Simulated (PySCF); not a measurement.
# C₆H₁₀O: magnetic properties

What do calculations give for the magnetic properties of C₆H₁₀O (`C=CC(=C)OCC`)?

Programs: PySCF 2.14.0, with routines of our own; each step states its level. All values are computed. Atoms count from 0.

### 1 The starting structure

17 atoms, charge 0, multiplicity 1; geometry from: GFN2-xTB.

### 2 Magnetic properties: GIAO PBE0/pcSseg-1

Job settings and geometry (Å):

```
{"job": {"kind": "mag", "xc": "PBE0", "basis": "pcSseg-1", "isotopologues": 2}, "charge": 0, "multiplicity": 1}
C      2.458217    -0.477150     0.788849
C      2.149603    -0.206670    -0.472468
C      0.789896     0.038914    -0.951562
C      0.548426     0.304935    -2.239008
O     -0.143812    -0.037049     0.035403
C     -1.495420     0.182171    -0.303538
C     -2.324258     0.044655     0.963716
H      3.474337    -0.651617     1.097991
H      1.697844    -0.532267     1.548463
H      2.915284    -0.153400    -1.233544
H      1.361739     0.341514    -2.939211
H     -0.431313     0.492113    -2.637461
H     -1.818214    -0.554574    -1.052661
H     -1.616461     1.187758    -0.730514
H     -2.200175    -0.950031     1.382795
H     -3.373911     0.208993     0.738185
H     -1.998781     0.773734     1.700562
```

Method: GIAO PBE0/pcSseg-1 magnetisability, rotational g tensor and spin-rotation constants, non-relativistic, gas phase.

Started as:

```console
> OMP_NUM_THREADS=1 python excited_run.py task.json out
```

The driver reads the jobs from task.json and runs them one after another.

Log:

```text
coarse grid: 13808 points
cycle   1  E = -309.3025682078  dE =  8.493e-01  |g| = 5.708e-01  |ddm| = 3.586e+00
cycle   2  E = -309.2706355136  dE =  3.193e-02  |g| = 7.250e-01  |ddm| = 1.081e+00
cycle   3  E = -309.3696982897  dE = -9.906e-02  |g| = 1.250e-01  |ddm| = 6.751e-01
cycle   4  E = -309.3725650372  dE = -2.867e-03  |g| = 3.736e-02  |ddm| = 1.126e-01
cycle   5  E = -309.3728377036  dE = -2.727e-04  |g| = 1.664e-02  |ddm| = 4.182e-02
cycle   6  E = -309.3729110757  dE = -7.337e-05  |g| = 2.531e-03  |ddm| = 1.559e-02
cycle   7  E = -309.3729125684  dE = -1.493e-06  |g| = 6.243e-04  |ddm| = 2.197e-03
final grid: 132176 points
cycle   8  E = -309.4275279535  dE = -4.301e-05  |g| = 1.143e-02  |ddm| = 3.662e-02
cycle   9  E = -309.4275069622  dE =  2.099e-05  |g| = 1.592e-02  |ddm| = 1.770e-02
cycle  10  E = -309.4275539577  dE = -4.700e-05  |g| = 2.310e-03  |ddm| = 1.137e-02
cycle  11  E = -309.4275551669  dE = -1.209e-06  |g| = 3.199e-04  |ddm| = 2.309e-03
cycle  12  E = -309.4275551863  dE = -1.948e-08  |g| = 1.715e-04  |ddm| = 3.812e-04
cycle  13  E = -309.4275551940  dE = -7.697e-09  |g| = 2.418e-05  |ddm| = 1.555e-04
cycle  14  E = -309.4275551942  dE = -1.251e-10  |g| = 9.234e-06  |ddm| = 2.526e-05
converged SCF energy = -309.4275551942

Magnetisability tensor (1e-30 J/T^2)
     -998.98      -27.84      -38.02
      -27.84    -1290.82      -45.65
      -38.02      -45.65    -1033.55
isotropic -1107.78   principal values   -1302.52  -1046.34   -974.49
isotropic susceptibility -66.712 1e-6 cm^3/mol

Inertial axes            a          b          c
rot. const./GHz      4.4328     1.7419     1.2704
chi total           -59.334    -62.363    -78.439
chi diamagnetic    -383.666   -812.327  -1086.256
chi paramagnetic    324.332    749.963   1007.817
quadrupole/D A        6.763      0.100     -6.862
g nuclear            0.6346     0.6034     0.6060
g electronic        -0.6754    -0.6137    -0.6015
g total             -0.0408    -0.0103     0.0045

Spin-rotation constants (kHz, H = +C I.J)
atom  isotope        aa         bb         cc
  7     1H        0.243     -0.110     -0.147
  8     1H        0.129     -0.050     -0.143
  9     1H        0.242     -0.083     -0.148
 10     1H        0.117     -0.085     -0.157
 11     1H        0.121     -0.092     -0.157
 12     1H       -0.424     -0.096     -0.002
 13     1H       -0.424     -0.096     -0.002
 14     1H       -0.470     -0.108     -0.030
 15     1H        0.029     -0.162     -0.147
 16     1H       -0.470     -0.108     -0.030
  0    13C*       2.053      0.545      0.144
  1    13C*       2.243      0.557      0.207
  2    13C*       2.398      0.618      0.263
  3    13C*       1.599      0.457      0.161
  4    17O*      -0.917     -0.326     -0.111
  5    13C*       0.800      0.386      0.295
  6    13C*       0.586      0.229      0.195
* in the singly substituted isotopologue

Isotopologues: g along a, b, c
2H    at 7,8,9,10,11,12    -0.0323    -0.0087     0.0037
13C   at 0                 -0.0400    -0.0102     0.0044
```

Run time: 39 s. Hardware: 1 thread of Arm Neoverse N1, shared host; peak memory 0.78 GiB.

From this job:

| quantity | value |
| --- | --- |
| magnetisability | -1108·10⁻³⁰ J/T² |
| molar susceptibility | -66.7·10⁻⁶ cm³/mol |
| rotational g (a, b, c) | -0.0408, -0.0103, 0.0045 |

### 3 Magnetic properties: GIAO B97-2/def2-SVP

Settings changed since step 2:

```diff
@@ -1,2 +1,2 @@
-{"job": {"kind": "mag", "xc": "PBE0", "basis": "pcSseg-1", "isotopologues": 2}, "charge": 0, "multiplicity": 1}
+{"job": {"kind": "mag", "xc": "B97-2", "basis": "def2-SVP", "scf": {"aux": "def2-qzvpp-jkfit"}}, "charge": 0, "multiplicity": 1}
 C      2.458217    -0.477150     0.788849
```

Level: GIAO B97-2/def2-SVP magnetisability, rotational g tensor and spin-rotation constants, non-relativistic, gas phase.

Log:

```text
final grid: 132176 points
cycle   1  E = -309.4290530822  dE =  7.538e-01  |g| = 5.657e-01  |ddm| = 4.195e+00
cycle   2  E = -309.3871423901  dE =  4.191e-02  |g| = 7.466e-01  |ddm| = 1.272e+00
cycle   3  E = -309.4968695777  dE = -1.097e-01  |g| = 1.309e-01  |ddm| = 7.846e-01
cycle   4  E = -309.5003463686  dE = -3.477e-03  |g| = 3.924e-02  |ddm| = 1.492e-01
cycle   5  E = -309.5006655913  dE = -3.192e-04  |g| = 1.846e-02  |ddm| = 5.559e-02
cycle   6  E = -309.5007616858  dE = -9.609e-05  |g| = 2.301e-03  |ddm| = 2.108e-02
cycle   7  E = -309.5007629394  dE = -1.254e-06  |g| = 6.433e-04  |ddm| = 2.556e-03
cycle   8  E = -309.5007630418  dE = -1.024e-07  |g| = 8.895e-05  |ddm| = 7.009e-04
cycle   9  E = -309.5007630436  dE = -1.824e-09  |g| = 3.586e-05  |ddm| = 1.235e-04
cycle  10  E = -309.5007630439  dE = -2.641e-10  |g| = 1.665e-05  |ddm| = 4.836e-05
converged SCF energy = -309.5007630439

Magnetisability tensor (1e-30 J/T^2)
     -985.14      -29.07      -36.86
      -29.07    -1285.26      -47.47
      -36.86      -47.47    -1019.34
isotropic -1096.58   principal values   -1297.43  -1030.70   -961.60
isotropic susceptibility -66.038 1e-6 cm^3/mol

Inertial axes            a          b          c
rot. const./GHz      4.4328     1.7419     1.2704
chi total           -58.520    -61.459    -78.133
chi diamagnetic    -382.258   -811.172  -1085.808
chi paramagnetic    323.738    749.713   1007.674
quadrupole/D A        6.076     -0.157     -5.919
g nuclear            0.6346     0.6034     0.6060
g electronic        -0.6742    -0.6135    -0.6014
g total             -0.0396    -0.0101     0.0046

Spin-rotation constants (kHz, H = +C I.J)
atom  isotope        aa         bb         cc
  7     1H        0.235     -0.114     -0.150
  8     1H        0.121     -0.052     -0.144
  9     1H        0.239     -0.087     -0.149
 10     1H        0.101     -0.089     -0.159
 11     1H        0.108     -0.094     -0.159
 12     1H       -0.431     -0.098     -0.003
 13     1H       -0.431     -0.098     -0.003
 14     1H       -0.479     -0.111     -0.031
 15     1H        0.032     -0.165     -0.150
 16     1H       -0.479     -0.111     -0.031
  0    13C*       1.853      0.508      0.124
  1    13C*       2.043      0.513      0.182
  2    13C*       2.190      0.573      0.236
  3    13C*       1.445      0.432      0.143
  4    17O*      -0.821     -0.300     -0.089
  5    13C*       0.726      0.354      0.270
  6    13C*       0.520      0.205      0.173
* in the singly substituted isotopologue
```

It took 30 s on 1 thread of Arm Neoverse N1, shared host; peak memory 0.73 GiB.

Key values:

| quantity | value |
| --- | --- |
| magnetisability | -1097·10⁻³⁰ J/T² |
| molar susceptibility | -66.0·10⁻⁶ cm³/mol |
| rotational g (a, b, c) | -0.0396, -0.0101, 0.0046 |

### 4 Magnetic properties: GIAO BLYP/pcSseg-1

Settings changed since step 3:

```diff
@@ -1,2 +1,2 @@
-{"job": {"kind": "mag", "xc": "B97-2", "basis": "def2-SVP", "scf": {"aux": "def2-qzvpp-jkfit"}}, "charge": 0, "multiplicity": 1}
+{"job": {"kind": "mag", "xc": "BLYP", "basis": "pcSseg-1", "scf": {"guess": "random", "max_cycle": 75}}, "charge": 0, "multiplicity": 1}
 C      2.458217    -0.477150     0.788849
```

Method: GIAO BLYP/pcSseg-1 magnetisability, rotational g tensor and spin-rotation constants, non-relativistic, gas phase.

Log:

```text
start from random orthonormal orbitals
final grid: 132176 points
cycle   1  E = -241.6942023290  dE = -1.899e+02  |g| = 1.637e+01  |ddm| = 2.717e+02
cycle   2  E = -186.4949739399  dE =  5.520e+01  |g| = 1.326e+01  |ddm| = 6.320e+01
cycle   3  E = -264.0671824228  dE = -7.757e+01  |g| = 8.820e+00  |ddm| = 7.365e+01
cycle   4  E = -276.7502623929  dE = -1.268e+01  |g| = 8.514e+00  |ddm| = 4.367e+01
cycle   5  E = -290.6376955114  dE = -1.389e+01  |g| = 6.364e+00  |ddm| = 2.831e+01
cycle   6  E = -285.9255367845  dE =  4.712e+00  |g| = 6.589e+00  |ddm| = 3.321e+01
cycle   7  E = -307.3162517017  dE = -2.139e+01  |g| = 2.776e+00  |ddm| = 2.042e+01
cycle   8  E = -307.4380464512  dE = -1.218e-01  |g| = 2.589e+00  |ddm| = 4.309e+00
cycle   9  E = -309.6375191686  dE = -2.199e+00  |g| = 3.369e-01  |ddm| = 2.850e+00
cycle  10  E = -309.6337916078  dE =  3.728e-03  |g| = 3.666e-01  |ddm| = 5.773e-01
cycle  11  E = -309.6658458660  dE = -3.205e-02  |g| = 1.109e-01  |ddm| = 3.245e-01
cycle  12  E = -309.6678703276  dE = -2.024e-03  |g| = 5.387e-02  |ddm| = 1.160e-01
cycle  13  E = -309.6686724553  dE = -8.021e-04  |g| = 1.481e-02  |ddm| = 6.397e-02
cycle  14  E = -309.6687155562  dE = -4.310e-05  |g| = 8.402e-03  |ddm| = 2.182e-02
cycle  15  E = -309.6687246510  dE = -9.095e-06  |g| = 5.746e-03  |ddm| = 1.086e-02
cycle  16  E = -309.6687334598  dE = -8.809e-06  |g| = 1.089e-03  |ddm| = 4.867e-03
cycle  17  E = -309.6687337009  dE = -2.411e-07  |g| = 3.132e-04  |ddm| = 1.320e-03
cycle  18  E = -309.6687337097  dE = -8.815e-09  |g| = 1.966e-04  |ddm| = 3.939e-04
cycle  19  E = -309.6687337202  dE = -1.053e-08  |g| = 7.253e-05  |ddm| = 2.408e-04
cycle  20  E = -309.6687337215  dE = -1.266e-09  |g| = 2.350e-05  |ddm| = 7.006e-05
cycle  21  E = -309.6687337216  dE = -1.186e-10  |g| = 6.653e-06  |ddm| = 2.275e-05
converged SCF energy = -309.6687337216

Magnetisability tensor (1e-30 J/T^2)
     -979.03      -27.55      -38.01
      -27.55    -1268.23      -45.61
      -38.01      -45.61    -1011.11
isotropic -1086.12   principal values   -1279.89  -1024.69   -953.79
isotropic susceptibility -65.408 1e-6 cm^3/mol

Inertial axes            a          b          c
rot. const./GHz      4.4328     1.7419     1.2704
chi total           -58.129    -61.018    -77.077
chi diamagnetic    -384.723   -813.421  -1088.311
chi paramagnetic    326.593    752.403   1011.235
quadrupole/D A        6.176     -0.423     -5.753
g nuclear            0.6346     0.6034     0.6060
g electronic        -0.6801    -0.6157    -0.6036
g total             -0.0455    -0.0123     0.0024

Spin-rotation constants (kHz, H = +C I.J)
atom  isotope        aa         bb         cc
  7     1H        0.233     -0.110     -0.150
  8     1H        0.118     -0.048     -0.145
  9     1H        0.238     -0.082     -0.150
 10     1H        0.111     -0.084     -0.160
 11     1H        0.113     -0.089     -0.160
 12     1H       -0.422     -0.095     -0.001
 13     1H       -0.422     -0.095     -0.001
 14     1H       -0.477     -0.109     -0.029
 15     1H        0.046     -0.165     -0.150
 16     1H       -0.476     -0.109     -0.029
  0    13C*       2.044      0.561      0.162
  1    13C*       2.262      0.586      0.230
  2    13C*       2.426      0.655      0.285
  3    13C*       1.603      0.481      0.179
  4    17O*      -1.013     -0.356     -0.131
  5    13C*       0.885      0.419      0.321
  6    13C*       0.654      0.253      0.215
* in the singly substituted isotopologue
```

It took 70 s on 1 thread of Arm Neoverse N1, shared host; peak memory 0.65 GiB.

Despite a poor start guess, the SCF converged in 21 cycles.

From this job:

| quantity | value |
| --- | --- |
| magnetisability | -1086·10⁻³⁰ J/T² |
| molar susceptibility | -65.4·10⁻⁶ cm³/mol |
| rotational g (a, b, c) | -0.0455, -0.0123, 0.0024 |

### 5 The levels compared

| level | ξ (10⁻³⁰ J/T²) | g(a) | g(b) | gap (eV) | functions | time |
| --- | --- | --- | --- | --- | --- | --- |
| GIAO PBE0/pcSseg-1 | -1108 | -0.0408 | -0.0103 | 5.95 | 169 | 39 s |
| GIAO B97-2/def2-SVP | -1097 | -0.0396 | -0.0101 | 5.69 | 148 | 30 s |
| GIAO BLYP/pcSseg-1 | -1086 | -0.0455 | -0.0123 | 3.94 | 169 | 70 s |

### 6 Summary of results

| quantity | value |
| --- | --- |
| magnetisability (step 2, GIAO PBE0/pcSseg-1) | -1108·10⁻³⁰ J/T² |
| molar susceptibility (step 2, GIAO PBE0/pcSseg-1) | -66.7·10⁻⁶ cm³/mol |
| rotational g (a, b, c) (step 2, GIAO PBE0/pcSseg-1) | -0.0408, -0.0103, 0.0045 |
| magnetisability over the levels | -1108 to -1086·10⁻³⁰ J/T² |

The magnetisability spreads by 2.0 % over 3 levels, from GIAO PBE0/pcSseg-1 (39 s) to GIAO BLYP/pcSseg-1 (70 s); the runs took 30 s to 70 s. Vibrational averaging and real surroundings are missing from these values.
